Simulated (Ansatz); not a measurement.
# CH6F2O2Si2: one species, many methods

The task here is to estimate one member of a computed series from the others.

The runs use Ansatz 0.2.0, Gaussian basis; functionals in def2-TZVPP, the program's frozen cores in correlated methods.

Plan: PBE-D4, r2SCAN-D4, PBE0-D4, B3LYP-D4, ωB97X-V, ωB97M-V, B2PLYP; CCSD(T)/def2-TZVPP; MP2/def2-QZVPP; extrapolation to the limit.

**The relaxed structure**

All runs share one geometry, relaxed beforehand with PBE0-D4 in a triple-zeta def2 set.

SMILES `CO[SiH](F)O[SiH2]F`, 13 atoms, charge 0, spin multiplicity 1.

Atoms are counted from 1 here; the program's logs count them from 0.

Bond lengths: C1–O2 1.413 Å, C1–H8 1.090 Å, C1–H9 1.095 Å, C1–H10 1.094 Å, O2–Si3 1.615 Å, Si3–F4 1.582 Å, Si3–O5 1.623 Å, Si3–H11 1.471 Å, O5–Si6 1.621 Å, Si6–F7 1.596 Å, Si6–H12 1.476 Å, Si6–H13 1.477 Å. Angles: O2–C1–H8 107.9°, O2–C1–H9 111.4°, O2–C1–H10 111.1°, H8–C1–H9 108.5°, H8–C1–H10 108.8°, H9–C1–H10 109.0°, C1–O2–Si3 126.3°, O2–Si3–F4 105.8°, O2–Si3–O5 112.2°, O2–Si3–H11 113.1°, F4–Si3–O5 108.7°, F4–Si3–H11 108.9°, O5–Si3–H11 108.0°, Si3–O5–Si6 149.9°, O5–Si6–F7 108.6°, O5–Si6–H12 108.6°, O5–Si6–H13 110.9°, F7–Si6–H12 107.6° and more.

Set-up of the first run:

The input, in.yaml:

```yaml
crystal:
  periodic: [false, false, false]
  atoms:
    - {symbol: C, position_ang: [0.209586, 2.059436, -0.155181]}
    - {symbol: O, position_ang: [-0.339074, 1.134301, -1.072144]}
    - {symbol: Si, position_ang: [-1.251244, -0.147521, -0.706087]}
    - {symbol: F, position_ang: [-1.537074, -0.880253, -2.079284]}
    - {symbol: O, position_ang: [-0.486941, -1.180684, 0.285363]}
    - {symbol: Si, position_ang: [0.875712, -1.916883, 0.764207]}
    - {symbol: F, position_ang: [1.919311, -0.803936, 1.233713]}
    - {symbol: H, position_ang: [0.678320, 2.860284, -0.727464]}
    - {symbol: H, position_ang: [-0.564967, 2.496284, 0.483848]}
    - {symbol: H, position_ang: [0.967113, 1.585879, 0.475461]}
    - {symbol: H, position_ang: [-2.533050, 0.215847, -0.083077]}
    - {symbol: H, position_ang: [0.567879, -2.762932, 1.933271]}
    - {symbol: H, position_ang: [1.494430, -2.659832, -0.352636]}
basis:
  gaussian: {orbitals: def2-TZVPP}
hamiltonian: {xc: pbe, dispersion: d4}
output: {forces: true, orbitals: {seedname: orbitals}}
```

Started as:

```console
> ansatz run in.yaml --threads 2 --pin off --events-out ev --progress --plain --max-ram 32768MiB --backend cuda --devices 0, --max-vram 18GiB
```

Among the steps run: PBE-D4 (GGA); r2SCAN-D4 (meta-GGA); PBE0-D4 (hybrid); B3LYP-D4 (hybrid); ωB97X-V (range-separated); ωB97M-V (range-separated); B2PLYP (double hybrid); CCSD(T) in def2-TZVPP; MP2 in def2-QZVPP.

One of the session's tables, all rows but one given; the rest of the session is left out.

| method | atomisation energy (eV) |
| --- | --- |
| PBE-D4 | 54.479 |
| r2SCAN-D4 | 54.247 |
| PBE0-D4 | ? |
| B3LYP-D4 | 53.961 |
| ωB97X-V | 54.382 |
| ωB97M-V | 54.335 |
| B2PLYP | 53.668 |
| HF/def2-TZVPP | 40.375 |
| MP2/def2-TZVPP | 54.359 |
| CCSD/def2-TZVPP | 52.247 |
| CCSD(T)/def2-TZVPP | 52.950 |
| MP2/CBS | 55.944 |
| CCSD(T)/CBS | 54.536 |

**Question.** Estimate the row for PBE0-D4.

The run gave: atomisation energy (eV): 53.511. In the column «atomisation energy (eV)» it lies between CCSD(T)/def2-TZVPP (52.950) and B2PLYP (53.668).

To keep in mind: Free atoms (1 C, 2 O, 2 Si, 2 F, 6 H) were run apart at each level; the atomisation energy is their sum less the molecule, without zero-point or spin-orbit terms.
